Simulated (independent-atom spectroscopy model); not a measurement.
**In2O3 on Al2O3: peak ratios against emission angle**

Aim: the ratio of the In 3d5/2 peak of the film to the Al 2s peak of the substrate as the sample is tilted.

Program: independent-atom spectroscopy model, version 2. Model: angle-resolved photoelectron peak ratio of a uniform film on a substrate: exponential attenuation with lengths from TPP-2M (nominal gaps) and the elastic albedo, Dirac-Hartree-Slater cross sections, magic-angle geometry. All values are calculated.

### 1 Film and substrate

2.2 nm of In2O3 (6.6 g/cm³) on Al2O3 (3.95 g/cm³).

### 2 The run

The inputs of this calculation:

```json
{
  "film": "In2O3",
  "film_density": 6.6,
  "base": "Al2O3",
  "base_density": 3.95,
  "photon_energy": 1253.6,
  "film_peak": "In 3d5/2",
  "base_peak": "Al 2s",
  "thickness": 2.2,
  "emission_angle": [0, 10, 20, 30, 40, 45, 50, 55]
}
```

Units: film_density in g/cm³, base_density in g/cm³, photon_energy in eV, thickness in nm, emission_angle in degrees.

What does the calculation give? Wanted: ratio at normal emission; ratio at 55°.

**Answer**, as computed:

| quantity | value |
| --- | --- |
| ratio at normal emission | 18.7 |
| ratio at 55° | 56.7 |
| attenuation length of the substrate peak in the film | 1.70 nm |
| thickness over that length | 1.29 |

In words: At 0° the substrate keeps 27 % of its signal through 1.3 attenuation lengths of film. At 55° the ratio is 3.0 times as large, since the way out grows as 1/cos θ. Islands, roughness and grazing exit, where elastic scattering matters more, are outside the model.
